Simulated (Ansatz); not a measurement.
# BrClH2Si + H2: a complex and its separated parts

Aim: how far the complex at one end of a reaction step lies below its separated, relaxed parts, level by level.

Method: PBE0-D4/def2-TZVP structures, single points in def2-TZVPP, no counterpoise correction; program: Ansatz 0.2.0, Gaussian basis.

Levels: SPW92, PBE-D4, BLYP-D4, r2SCAN-D4, B97M-V, PBE0-D4, B3LYP-D4, r2SCAN0-D4, BHLYP-D4, CAM-B3LYP-D4, wB97X-V, wB97M-V, B2PLYP, PBE-QIDH, RPA on PBE, Hartree-Fock, MP2, CCSD, CCSD(T).

Cores are frozen in the correlated methods. Filled d shells of the heavier atoms are correlated. B3LYP uses VWN-RPA correlation. B2PLYP carries no dispersion term here.

94 further runs of the same task are left out: 94 set aside as unsound or not needed. Runs told in other sessions of the task aren't counted.

### 1 The system as given

The complex: 7 atoms, charge 0, spin multiplicity 1.

Atoms are counted from 1 here; the program's logs count them from 0.

Bond lengths: Si1–Br2 2.206 Å, Si1–H3 1.476 Å, Si1–H4 1.476 Å, Si1–Cl5 2.041 Å, H6–H7 0.747 Å. Angles: Br2–Si1–H3 108.4°, Br2–Si1–H4 108.4°, Br2–Si1–Cl5 110.3°, H3–Si1–H4 112.7°, H3–Si1–Cl5 108.5°, H4–Si1–Cl5 108.5°.

Geometry (Å):

```
atom    x (Å)    y (Å)    z (Å)
 Si1  -0.9830  -0.0170  -1.0036
 Br2   0.0894  -1.8240  -0.3311
  H3  -0.6930   0.1906  -2.4356
  H4  -2.4221  -0.2026  -0.7350
 Cl5  -0.3348   1.6176   0.0332
  H6   1.9125   0.1029   1.9679
  H7   2.4310   0.1326   2.5042
```

Its parts: BrClH2Si holds atoms 1, 2, 3, 4, 5; H2 holds atoms 6, 7. Each part counts its atoms afresh in its own runs.

### 2 Relaxing BrClH2Si alone

Input file relax-a/in.yaml:

```yaml
crystal:
  periodic: [false, false, false]
  atoms:
    - {symbol: Si, position_ang: [-0.983020, -0.016981, -1.003646]}
    - {symbol: Br, position_ang: [0.089432, -1.823968, -0.331066]}
    - {symbol: H, position_ang: [-0.692965, 0.190586, -2.435604]}
    - {symbol: H, position_ang: [-2.422149, -0.202555, -0.734956]}
    - {symbol: Cl, position_ang: [-0.334756, 1.617563, 0.033226]}
basis:
  gaussian: {orbitals: def2-TZVP}
hamiltonian: {xc: pbe0, dispersion: d4}
relax: {f_tol: 0.005, max_steps: 200}
```

Command:

```
$ ansatz run in.yaml --threads 4 --pin off --events-out ev --progress --plain --max-ram 9574MiB
```

The log of the run (excerpt; [...] marks lines left out):

```text
Functional definition: PBE0
  name "PBE0"
  cite "Adamo & Barone, J. Chem. Phys. 110, 6158 (1999) doi:10.1063/1.478522"
  cite "Perdew, Burke & Ernzerhof, Phys. Rev. Lett. 77, 3865 (1996) doi:10.1103/PhysRevLett.77.3865"
  parent pbe
[...]
1037 factors; their error is unknown
[...]
mean field -90466.85889802 eV, -3324.5957438630 hartree, gradient 6.3e-5 eV, S^2 0.000000; 0 other end points of the search recorded, 0 dependent functions left out
[...]
reference -90466.85892531 eV, -3324.5957448658 hartree; 34, 34 occupied and 100, 100 virtual orbitals, 1037 factors
[...]
reference -90466.85897553 eV, -3324.5957467113 hartree; 34, 34 occupied and 100, 100 virtual orbitals, 1037 factors
Total energy: -90466.96960130 eV, -3324.5998121335 hartree
Atom 0 at    -0.981923    -0.016763    -1.002550 Å, force    -0.002022     0.001113    -0.001543 eV/Å
Atom 1 at     0.088502    -1.825812    -0.332379 Å, force     0.000396     0.002580     0.000913 eV/Å
Atom 2 at    -0.692789     0.190311    -2.434773 Å, force     0.001043     0.000025    -0.000225 eV/Å
Atom 3 at    -2.421182    -0.202675    -0.734761 Å, force    -0.000244    -0.000254     0.000913 eV/Å
Atom 4 at    -0.336067     1.619584     0.032417 Å, force     0.000826    -0.003465    -0.000057 eV/Å
Dipole moment:    -0.163473     0.006524    -0.164720 e Å
```

Run time: 4.6 s. Hardware: 4 threads of Arm Neoverse V1, shared host.

The steps of the relaxation:

```
step  energy from step 1 (eV)  largest force component (eV/Å)
   1                   0.0000                          0.0113
   2                   0.0000                          0.0035
```

Close pairs (by a distance rule), those that changed most:

```
   bond  before (Å)  after (Å)  change (Å)
Si1–Cl5       2.041      2.041      -0.000
Si1–Br2       2.206      2.206      -0.000
 Si1–H3       1.476      1.476      +0.000
 Si1–H4       1.476      1.476      +0.000
```

### 3 Relaxing H2 alone

Input file relax-b/in.yaml:

```yaml
crystal:
  periodic: [false, false, false]
  atoms:
    - {symbol: H, position_ang: [1.912467, 0.102900, 1.967861]}
    - {symbol: H, position_ang: [2.430992, 0.132554, 2.504185]}
basis:
  gaussian: {orbitals: def2-TZVP}
hamiltonian: {xc: pbe0, dispersion: d4}
relax: {f_tol: 0.005, max_steps: 200}
```

Command:

```
$ ansatz run in.yaml --threads 4 --pin off --events-out ev --progress --plain --max-ram 9574MiB
```

The log of the run (excerpt; [...] marks lines left out):

```text
[... 5 set-up lines as earlier in the session ...]
[...]
88 factors; their error is unknown
[...]
mean field -31.78864863 eV, -1.1682112899 hartree, gradient 1.7e-5 eV, S^2 0.000000; 0 other end points of the search recorded, 0 dependent functions left out
[...]
reference -31.78866862 eV, -1.1682120245 hartree; 1, 1 occupied and 11, 11 virtual orbitals, 88 factors
Total energy: -31.79027516 eV, -1.1682710638 hartree
Atom 0 at     1.912626     0.102909     1.968025 Å, force     0.000302     0.000017     0.000313 eV/Å
Atom 1 at     2.430833     0.132545     2.504021 Å, force    -0.000302    -0.000017    -0.000313 eV/Å
Dipole moment:     0.000000    -0.000000     0.000000 e Å
```

Run time: 0.15 s. Hardware: 4 threads of Arm Neoverse V1, shared host.

The steps of the relaxation:

```
step  energy from step 1 (eV)  largest force component (eV/Å)
   1                   0.0000                          0.0122
   2                   0.0000                          0.0003
```

The bond:

```
 bond  before (Å)  after (Å)  change (Å)
H1–H2       0.747      0.746      -0.000
```

### 4 SPW92/def2-TZVPP

Input file parta/in.yaml:

```yaml
crystal:
  periodic: [false, false, false]
  atoms:
    - {symbol: Si, position_ang: [-0.981923, -0.016763, -1.002550]}
    - {symbol: Br, position_ang: [0.088502, -1.825812, -0.332379]}
    - {symbol: H, position_ang: [-0.692789, 0.190311, -2.434773]}
    - {symbol: H, position_ang: [-2.421182, -0.202675, -0.734761]}
    - {symbol: Cl, position_ang: [-0.336067, 1.619584, 0.032417]}
basis:
  gaussian: {orbitals: def2-TZVPP}
hamiltonian: {xc: lda}
```

Input file partb/in.yaml:

```yaml
crystal:
  periodic: [false, false, false]
  atoms:
    - {symbol: H, position_ang: [1.912626, 0.102909, 1.968025]}
    - {symbol: H, position_ang: [2.430833, 0.132545, 2.504021]}
basis:
  gaussian: {orbitals: def2-TZVPP}
hamiltonian: {xc: lda}
```

Each run has its own folder and the same command.

Command:

```
$ ansatz run in.yaml --threads 4 --pin off --events-out ev --progress --plain --max-ram 9574MiB
```

Log of parta (excerpt; [...] marks lines left out):

```text
Functional definition: SPW92
  name "SPW92"
  cite "Dirac, Proc. Camb. Phil. Soc. 26, 376 (1930) doi:10.1017/S0305004100016108"
  cite "Slater, Phys. Rev. 81, 385 (1951) doi:10.1103/PhysRev.81.385"
  cite "Perdew & Wang, Phys. Rev. B 45, 13244 (1992) doi:10.1103/PhysRevB.45.13244"
[...]
1076 factors; their error is unknown
[...]
mean field -90313.08196714 eV, -3318.9445458869 hartree, gradient 2.8e-5 eV, S^2 0.000000; 0 other end points of the search recorded, 0 dependent functions left out
reference -90313.08200064 eV, -3318.9445471179 hartree; 34, 34 occupied and 126, 126 virtual orbitals, 1076 factors
Total energy: -90313.08200064 eV, -3318.9445471179 hartree
```

Output in partb (excerpt; [...] marks lines left out):

```text
[... 5 set-up lines as earlier in the session ...]
[...]
118 factors; their error is unknown
[...]
mean field -30.93527217 eV, -1.1368502837 hartree, gradient 4.4e-5 eV, S^2 0.000000; 0 other end points of the search recorded, 0 dependent functions left out
reference -30.93529285 eV, -1.1368510436 hartree; 1, 1 occupied and 27, 27 virtual orbitals, 118 factors
Total energy: -30.93529285 eV, -1.1368510436 hartree
```

They took 0.55 s (parta), 0.1 s (partb) on 4 threads of Arm Neoverse V1, shared host.

### 5 PBE-D4/def2-TZVPP

The same edit goes into each in.yaml of step 4 (parta, partb):

```diff
-hamiltonian: {xc: lda}
+hamiltonian: {xc: pbe, dispersion: d4}
```

One command serves all of them, each in its own folder.

Command:

```
$ ansatz run in.yaml --threads 4 --pin off --events-out ev --progress --plain --max-ram 9574MiB
```

parta printed (excerpt; [...] marks lines left out):

```text
Functional definition: PBE
  name "PBE"
[... 2 set-up lines as earlier in the session ...]
[...]
1076 factors; their error is unknown
[...]
mean field -90462.56363384 eV, -3324.4378958158 hartree, gradient 7.8e-5 eV, S^2 0.000000; 0 other end points of the search recorded, 0 dependent functions left out
reference -90462.56366964 eV, -3324.4378971311 hartree; 34, 34 occupied and 126, 126 virtual orbitals, 1076 factors
Total energy: -90462.69413350 eV, -3324.4426915898 hartree
```

Log of partb (excerpt; [...] marks lines left out):

```text
[... 4 set-up lines as earlier in the session ...]
[...]
118 factors; their error is unknown
[...]
mean field -31.73221636 eV, -1.1661374425 hartree, gradient 3.1e-5 eV, S^2 0.000000; 0 other end points of the search recorded, 0 dependent functions left out
reference -31.73223804 eV, -1.1661382390 hartree; 1, 1 occupied and 27, 27 virtual orbitals, 118 factors
Total energy: -31.73425725 eV, -1.1662124436 hartree
```

Wall times: 0.8 s (parta), 0.1 s (partb) on 4 threads of Arm Neoverse V1, shared host.

### 6 BLYP-D4/def2-TZVPP

The same edit goes into each in.yaml of step 5 (parta, partb):

```diff
-hamiltonian: {xc: pbe, dispersion: d4}
+hamiltonian: {xc: {name: BLYP}, dispersion: d4}
```

One command serves all of them, each in its own folder.

Command:

```
$ ansatz run in.yaml --threads 4 --pin off --events-out ev --progress --plain --max-ram 9574MiB
```

parta printed (excerpt; [...] marks lines left out):

```text
Functional definition: BLYP
  name "BLYP"
  cite "Becke, Phys. Rev. A 38, 3098 (1988) doi:10.1103/PhysRevA.38.3098"
  cite "Lee, Yang & Parr, Phys. Rev. B 37, 785 (1988) doi:10.1103/PhysRevB.37.785"
[...]
1076 factors; their error is unknown
[...]
mean field -90482.77470999 eV, -3325.1806391645 hartree, gradient 1.3e-5 eV, S^2 0.000000; 0 other end points of the search recorded, 0 dependent functions left out
reference -90482.77503538 eV, -3325.1806511225 hartree; 34, 34 occupied and 126, 126 virtual orbitals, 1076 factors
Total energy: -90483.05815529 eV, -3325.1910555872 hartree
```

Log of partb (excerpt; [...] marks lines left out):

```text
[... 4 set-up lines as earlier in the session ...]
[...]
118 factors; their error is unknown
[...]
mean field -31.82604586 eV, -1.1695856129 hartree, gradient 8.3e-5 eV, S^2 0.000000; 0 other end points of the search recorded, 0 dependent functions left out
reference -31.82623828 eV, -1.1695926843 hartree; 1, 1 occupied and 27, 27 virtual orbitals, 118 factors
Total energy: -31.83113614 eV, -1.1697726774 hartree
```

They took 1.1 s (parta), 0.1 s (partb) on 4 threads of Arm Neoverse V1, shared host.

### 7 r2SCAN-D4/def2-TZVPP

Each input of step 6 (parta, partb) changes in the same lines:

```diff
-hamiltonian: {xc: {name: BLYP}, dispersion: d4}
+hamiltonian: {xc: r2scan, dispersion: d4}
```

Each run has its own folder and the same command.

Command:

```
$ ansatz run in.yaml --threads 4 --pin off --events-out ev --progress --plain --max-ram 9574MiB
```

Output in parta (excerpt; [...] marks lines left out):

```text
Functional definition: r2SCAN
  name "r2SCAN"
  cite "Furness, Kaplan, Ning, Perdew & Sun, J. Phys. Chem. Lett. 11, 8208 (2020) doi:10.1021/acs.jpclett.0c02405"
  cite "Furness, Kaplan, Ning, Perdew & Sun, J. Phys. Chem. Lett. 11, 9248 (2020) doi:10.1021/acs.jpclett.0c03077"
  parent r2scan
[...]
1076 factors; their error is unknown
[...]
mean field -90480.48974610 eV, -3325.0966682903 hartree, gradient 5.0e-5 eV, S^2 0.000000; 0 other end points of the search recorded, 0 dependent functions left out
reference -90480.48975569 eV, -3325.0966686430 hartree; 34, 34 occupied and 126, 126 virtual orbitals, 1076 factors
Total energy: -90480.51740480 eV, -3325.0976847291 hartree
```

Log of partb (excerpt; [...] marks lines left out):

```text
[... 5 set-up lines as earlier in the session ...]
[...]
118 factors; their error is unknown
[...]
mean field -31.87205491 eV, -1.1712764142 hartree, gradient 4.1e-5 eV, S^2 0.000000; 0 other end points of the search recorded, 0 dependent functions left out
reference -31.87206153 eV, -1.1712766574 hartree; 1, 1 occupied and 27, 27 virtual orbitals, 118 factors
Total energy: -31.87256290 eV, -1.1712950827 hartree
```

Times: 2.2 s (parta), 0.3 s (partb) on 4 threads of Arm Neoverse V1, shared host.

### 8 B97M-V/def2-TZVPP

The same edit goes into each in.yaml of step 7 (parta, partb):

```diff
-hamiltonian: {xc: r2scan, dispersion: d4}
+hamiltonian: {xc: {name: B97M-V}}
```

One command serves all of them, each in its own folder.

Command:

```
$ ansatz run in.yaml --threads 4 --pin off --events-out ev --progress --plain --max-ram 9574MiB
```

Log of parta (excerpt; [...] marks lines left out):

```text
Functional definition: B97M-V
  name "B97M-V"
  cite "Mardirossian & Head-Gordon, J. Chem. Phys. 142, 074111 (2015) doi:10.1063/1.4907719"
  cite "Becke, J. Chem. Phys. 107, 8554 (1997) doi:10.1063/1.475007"
  cite "Vydrov & Van Voorhis, J. Chem. Phys. 133, 244103 (2010) doi:10.1063/1.3521275"
  # Of w^i u^j: cxij and so on, Table III.
[...]
  gx(w, u) = cx00 + cx01*u + cx02*u^2 + (cx10 + cx11*u)*w
[...]
  gos(w, u) = cos00 + cos01*u + cos03*u^3 + cos10*w + cos32*w^3*u^2
[...]
      + integral(e_c_pw_mod_opposite_spin*gos(b97_w_opposite, b97_u_opposite)) + vv10(b, c)
1076 factors; their error is unknown
[...]
mean field -90464.57507925 eV, -3324.5118150710 hartree, gradient 5.8e-5 eV, S^2 0.000000; 0 other end points of the search recorded, 0 dependent functions left out
reference -90464.57512886 eV, -3324.5118168943 hartree; 34, 34 occupied and 126, 126 virtual orbitals, 1076 factors
Total energy: -90464.57512886 eV, -3324.5118168943 hartree
```

Log of partb (excerpt; [...] marks lines left out):

```text
[... 5 set-up lines as earlier in the session ...]
  # Of w^i u^j: cxij and so on, Table III.
[...]
  gx(w, u) = cx00 + cx01*u + cx02*u^2 + (cx10 + cx11*u)*w
  gss(w, u) = css00 + css02*u^2 + css10*w + (css32*w^3 + css42*w^4)*u^2
  gos(w, u) = cos00 + cos01*u + cos03*u^3 + cos10*w + cos32*w^3*u^2
[...]
      + integral(e_c_pw_mod_opposite_spin*gos(b97_w_opposite, b97_u_opposite)) + vv10(b, c)
118 factors; their error is unknown
[...]
mean field -31.90530462 eV, -1.1724983187 hartree, gradient 8.2e-6 eV, S^2 0.000000; 0 other end points of the search recorded, 0 dependent functions left out
reference -31.90533430 eV, -1.1724994095 hartree; 1, 1 occupied and 27, 27 virtual orbitals, 118 factors
Total energy: -31.90533430 eV, -1.1724994095 hartree
```

Times: 4.1 s (parta), 0.2 s (partb) on 4 threads of Arm Neoverse V1, shared host.

### 9 PBE0-D4/def2-TZVPP

The same edit goes into each in.yaml of step 8 (parta, partb):

```diff
-hamiltonian: {xc: {name: B97M-V}}
+hamiltonian: {xc: pbe0, dispersion: d4}
+output: {orbitals: {seedname: orbitals}}
```

One command serves all of them, each in its own folder.

Command:

```
$ ansatz run in.yaml --threads 4 --pin off --events-out ev --progress --plain --max-ram 9574MiB
```

parta printed (excerpt; [...] marks lines left out):

```text
[... 5 set-up lines as earlier in the session ...]
[...]
1147 factors; their error is unknown
[...]
mean field -90466.87091208 eV, -3324.5961853715 hartree, gradient 3.0e-5 eV, S^2 0.000000; 0 other end points of the search recorded, 0 dependent functions left out
reference -90466.87093915 eV, -3324.5961863663 hartree; 34, 34 occupied and 126, 126 virtual orbitals, 1147 factors
Total energy: -90466.98156492 eV, -3324.6002517881 hartree
```

Output in partb (excerpt; [...] marks lines left out):

```text
[... 5 set-up lines as earlier in the session ...]
[...]
118 factors; their error is unknown
[...]
mean field -31.79610851 eV, -1.1684854356 hartree, gradient 5.5e-5 eV, S^2 0.000000; 0 other end points of the search recorded, 0 dependent functions left out
reference -31.79612450 eV, -1.1684860233 hartree; 1, 1 occupied and 27, 27 virtual orbitals, 118 factors
Total energy: -31.79773105 eV, -1.1685450626 hartree
```

They took 1.4 s (parta), 0.1 s (partb) on 4 threads of Arm Neoverse V1, shared host.

### 10 B3LYP-D4/def2-TZVPP

Each input of step 9 (parta, partb) changes in the same lines:

```diff
-hamiltonian: {xc: pbe0, dispersion: d4}
-output: {orbitals: {seedname: orbitals}}
+hamiltonian: {xc: {name: B3LYP}, dispersion: d4}
```

The same command starts each run, in its folder.

Command:

```
$ ansatz run in.yaml --threads 4 --pin off --events-out ev --progress --plain --max-ram 9574MiB
```

parta printed (excerpt; [...] marks lines left out):

```text
Functional definition: B3LYP
  name "B3LYP"
  cite "Stephens, Devlin, Chabalowski & Frisch, J. Phys. Chem. 98, 11623 (1994) doi:10.1021/j100096a001"
[... 2 set-up lines as earlier in the session ...]
  cite "Vosko, Wilk & Nusair, Can. J. Phys. 58, 1200 (1980) doi:10.1139/p80-159"
[...]
1135 factors; their error is unknown
[...]
mean field -90484.17199950 eV, -3325.2319886070 hartree, gradient 2.7e-5 eV, S^2 0.000000; 0 other end points of the search recorded, 0 dependent functions left out
reference -90484.17224391 eV, -3325.2319975890 hartree; 34, 34 occupied and 126, 126 virtual orbitals, 1135 factors
Total energy: -90484.38860500 eV, -3325.2399487124 hartree
```

Output in partb (excerpt; [...] marks lines left out):

```text
[... 6 set-up lines as earlier in the session ...]
[...]
118 factors; their error is unknown
[...]
mean field -32.10923167 eV, -1.1799924993 hartree, gradient 4.5e-5 eV, S^2 0.000000; 0 other end points of the search recorded, 0 dependent functions left out
reference -32.10937377 eV, -1.1799977214 hartree; 1, 1 occupied and 27, 27 virtual orbitals, 118 factors
Total energy: -32.11252483 eV, -1.1801135209 hartree
```

They took 1.4 s (parta), 0.1 s (partb) on 4 threads of Arm Neoverse V1, shared host.

### 11 r2SCAN0-D4/def2-TZVPP

The same edit goes into each in.yaml of step 10 (parta, partb):

```diff
-hamiltonian: {xc: {name: B3LYP}, dispersion: d4}
+hamiltonian: {xc: {name: r2SCAN0}, dispersion: d4}
```

One command serves all of them, each in its own folder.

Command:

```
$ ansatz run in.yaml --threads 4 --pin off --events-out ev --progress --plain --max-ram 9574MiB
```

parta printed (excerpt; [...] marks lines left out):

```text
Functional definition: r2SCAN0
  name "r2SCAN0"
  cite "Bursch, Neugebauer, Ehlert & Grimme, J. Chem. Phys. 156, 134105 (2022) doi:10.1063/5.0086040"
[... 3 set-up lines as earlier in the session ...]
[...]
1147 factors; their error is unknown
[...]
mean field -90480.30881290 eV, -3325.0900191180 hartree, gradient 1.8e-5 eV, S^2 0.000000; 0 other end points of the search recorded, 0 dependent functions left out
reference -90480.30882056 eV, -3325.0900193995 hartree; 34, 34 occupied and 126, 126 virtual orbitals, 1147 factors
Total energy: -90480.34326729 eV, -3325.0912852936 hartree
```

partb printed (excerpt; [...] marks lines left out):

```text
[... 6 set-up lines as earlier in the session ...]
[...]
118 factors; their error is unknown
[...]
mean field -31.85187710 eV, -1.1705348933 hartree, gradient 1.4e-5 eV, S^2 0.000000; 0 other end points of the search recorded, 0 dependent functions left out
reference -31.85188222 eV, -1.1705350816 hartree; 1, 1 occupied and 27, 27 virtual orbitals, 118 factors
Total energy: -31.85242359 eV, -1.1705549767 hartree
```

They took 2.7 s (parta), 0.3 s (partb) on 4 threads of Arm Neoverse V1, shared host.

### 12 BHLYP-D4/def2-TZVPP

Each input of step 11 (parta, partb) changes in the same lines:

```diff
-hamiltonian: {xc: {name: r2SCAN0}, dispersion: d4}
+hamiltonian: {xc: {name: BHLYP}, dispersion: d4}
```

One command serves all of them, each in its own folder.

Command:

```
$ ansatz run in.yaml --threads 4 --pin off --events-out ev --progress --plain --max-ram 9574MiB
```

parta printed (excerpt; [...] marks lines left out):

```text
Functional definition: BHLYP
  name "BHLYP"
  cite "Becke, J. Chem. Phys. 98, 1372 (1993) doi:10.1063/1.464304"
[... 2 set-up lines as earlier in the session ...]
[...]
1227 factors; their error is unknown
[...]
mean field -90482.24442504 eV, -3325.1611515522 hartree, gradient 8.3e-5 eV, S^2 0.000000; 0 other end points of the search recorded, 0 dependent functions left out
reference -90482.24459210 eV, -3325.1611576914 hartree; 34, 34 occupied and 126, 126 virtual orbitals, 1227 factors
Total energy: -90482.43634967 eV, -3325.1682046521 hartree
```

Log of partb (excerpt; [...] marks lines left out):

```text
[... 5 set-up lines as earlier in the session ...]
[...]
118 factors; their error is unknown
[...]
mean field -31.83806559 eV, -1.1700273299 hartree, gradient 5.6e-5 eV, S^2 0.000000; 0 other end points of the search recorded, 0 dependent functions left out
reference -31.83816115 eV, -1.1700308417 hartree; 1, 1 occupied and 27, 27 virtual orbitals, 118 factors
Total energy: -31.83990473 eV, -1.1700949170 hartree
```

Times: 1.4 s (parta), 0.1 s (partb) on 4 threads of Arm Neoverse V1, shared host.

### 13 CAM-B3LYP-D4/def2-TZVPP

Each input of step 12 (parta, partb) changes in the same lines:

```diff
-hamiltonian: {xc: {name: BHLYP}, dispersion: d4}
+hamiltonian: {xc: {name: CAM-B3LYP}, dispersion: d4}
```

The same command starts each run, in its folder.

Command:

```
$ ansatz run in.yaml --threads 4 --pin off --events-out ev --progress --plain --max-ram 9574MiB
```

Output in parta (excerpt; [...] marks lines left out):

```text
Functional definition: CAM-B3LYP
  name "CAM-B3LYP"
  cite "Yanai, Tew & Handy, Chem. Phys. Lett. 393, 51 (2004) doi:10.1016/j.cplett.2004.06.011"
  cite "Iikura, Tsuneda, Yanai & Hirao, J. Chem. Phys. 115, 3540 (2001) doi:10.1063/1.1383587"
[... 2 set-up lines as earlier in the session ...]
[...]
1135 factors; their error is unknown
210 factors; integrals over basis functions are off by at most 2.5e-5 eV
[...]
mean field -90486.35142956 eV, -3325.3120811846 hartree, gradient 4.7e-5 eV, S^2 0.000000; 0 other end points of the search recorded, 0 dependent functions left out
reference -90486.35154855 eV, -3325.3120855574 hartree; 34, 34 occupied and 126, 126 virtual orbitals, 1135 factors
Total energy: -90486.46658836 eV, -3325.3163131924 hartree
```

Log of partb (excerpt; [...] marks lines left out):

```text
[... 6 set-up lines as earlier in the session ...]
[...]
  # Exact exchange under (alpha + beta erf(omega r))/r, Becke's under what is left of 1/r.
[...]
118 factors; their error is unknown
42 factors; integrals over basis functions are off by at most 6.3e-5 eV
[...]
mean field -31.88030505 eV, -1.1715796013 hartree, gradient 6.4e-5 eV, S^2 0.000000; 0 other end points of the search recorded, 0 dependent functions left out
reference -31.88037499 eV, -1.1715821715 hartree; 1, 1 occupied and 27, 27 virtual orbitals, 118 factors
Total energy: -31.88188838 eV, -1.1716377875 hartree
```

They took 1.6 s (parta), 0.15 s (partb) on 4 threads of Arm Neoverse V1, shared host.

[end of part 1 of 2]
